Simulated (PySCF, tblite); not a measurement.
# C7H9BSi: geometry, infrared bands and NMR shifts

Aim: predict the infrared bands and NMR shifts of C7H9BSi (`CC#CBC1=CC=C[SiH2]1`).

Computed with tblite 0.8.0 and PySCF 2.14.0, with density-fitted response routines of our own, on a single molecule in the gas phase. Atoms count from 0, in the outputs and in this text.

### Step 1. Starting geometry

18 atoms, charge 0, multiplicity 1; geometry from: force field or distance geometry start.

Bonds of the start (Å): C0–C1 1.47, C1–C2 1.19, C2–B3 1.55, B3–C4 1.56, C4–C5 1.33, C5–C6 1.46, C6–C7 1.33, C7–Si8 1.83, Si8–C4 1.82, C0–H9 1.12, C0–H10 1.10, C0–H11 1.10, B3–H12 1.17, C5–H13 1.09, C6–H14 1.09, C7–H15 1.09, Si8–H16 1.46, Si8–H17 1.47.

### Step 2. Optimising the geometry with GFN2-xTB

What the job is given:

```
{"job": {"kind": "relax", "xc": "GFN2-xTB", "basis": "xTB"}, "charge": 0, "multiplicity": 1}
C      2.386500    -3.283200     0.559400
C      2.003000    -1.884400     0.291700
C      1.710300    -0.746800     0.091900
B      1.302700     0.722500    -0.190400
C     -0.198300     1.160400    -0.133300
C     -0.614800     2.405500    -0.367400
C     -2.064500     2.594700    -0.276500
C     -2.742900     1.496500     0.024000
Si    -1.615500     0.068300     0.217500
H      1.459200    -3.874700     0.771400
H      2.892900    -3.698600    -0.329700
H      3.050800    -3.329200     1.440000
H      2.141500     1.508000    -0.413800
H      0.069100     3.220300    -0.599200
H     -2.547600     3.557400    -0.428500
H     -3.828200     1.462500     0.135200
H     -1.814700    -0.937200    -0.828600
H     -1.598400    -0.435900     1.597900
```

Launch:

```console
$ OMP_NUM_THREADS=1 python probes_run.py task.json out
```

This one command runs all jobs of the session in turn.

**Question.** This job is followed by: GFN2-xTB harmonic vibrations, gas phase; GIAO PBE0/pcSseg-1 NMR shielding, non-relativistic, gas phase. What will the session give for the following? strongest single infrared mode (GFN2-xTB); zero-point energy (GFN2-xTB); 13C shifts against TMS (PBE0/pcSseg-1); 1H shifts against TMS (PBE0/pcSseg-1, means over atoms taken as alike); 11B shifts against BF3·OEt2 (PBE0/pcSseg-1); 29Si shifts against TMS (PBE0/pcSseg-1).

As calculated:

| quantity | value |
| --- | --- |
| strongest single infrared mode (GFN2-xTB) | 2243 cm⁻¹, 486 km/mol |
| zero-point energy (GFN2-xTB) | 80.4 kcal/mol |
| 13C shifts against TMS (PBE0/pcSseg-1) | 179.5, 157.3, 156.7, 152.9, 137.2, 103.3, 7.7 ppm |
| 1H shifts against TMS (PBE0/pcSseg-1, means over atoms taken as alike) | 8.02, 7.53, 7.07, 6.13, 4.77, 2.39 ppm |
| 11B shifts against BF3·OEt2 (PBE0/pcSseg-1) | 49.4 ppm |
| 29Si shifts against TMS (PBE0/pcSseg-1) | -43.2 ppm |

**Reading.** The optimisation took 33 steps and gained 0.270 eV; among the close pairs (by a distance rule), C4–Si8 changed most, from 1.823 to 1.896 Å. The lowest mode is imaginary (40i cm⁻¹), so the xTB geometry is not a minimum. Unscaled tight-binding wavenumbers are off by several per cent, some by more. Its intensities can rank the bands wrongly. At PBE0/pcSseg-1: Shielding is most anisotropic at C2 (span 279 ppm, paramagnetic term -171 ppm).
